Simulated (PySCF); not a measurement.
# CH4NOSi: the cost of one run

Programs: PySCF 2.14.0, with routines of our own; each step states its level. All values are computed. Atoms count from 0.

## 1. The system as given

8 atoms, charge 0, multiplicity 2; geometry from: GFN2-xTB.

## 2. Open-shell or spin-flip excitations: unrestricted TDDFT PBE0/def2-SVPD

The job: settings as JSON, then the geometry in Å.

```
{"job": {"kind": "uabs", "xc": "PBE0", "basis": "def2-SVPD", "nstates": 10, "tda": false}, "charge": 0, "multiplicity": 2}
N      1.283824    -0.445459    -0.183939
C      0.365127     0.536964     0.033646
O      0.705348     1.690623     0.257468
Si    -1.445850     0.087802    -0.099463
H      2.262831    -0.221055    -0.103536
H      1.016773    -1.405526    -0.300329
H     -1.790276    -1.321241     0.024381
H     -2.388720     1.087305     0.347207
```

With the program's defaults for keys left out, this is: unrestricted TDDFT PBE0/def2-SVPD, vertical, gas phase, core orbitals frozen in the response.

On the command line:

```sh
OMP_NUM_THREADS=1 python excited_run.py task.json out
```

This one command runs all jobs of the session in turn.

**Question.** How long does this job take on 1 thread of Arm Neoverse V1, shared host, and how much memory does it need?

About 16 s, with a peak of 0.5 GiB.
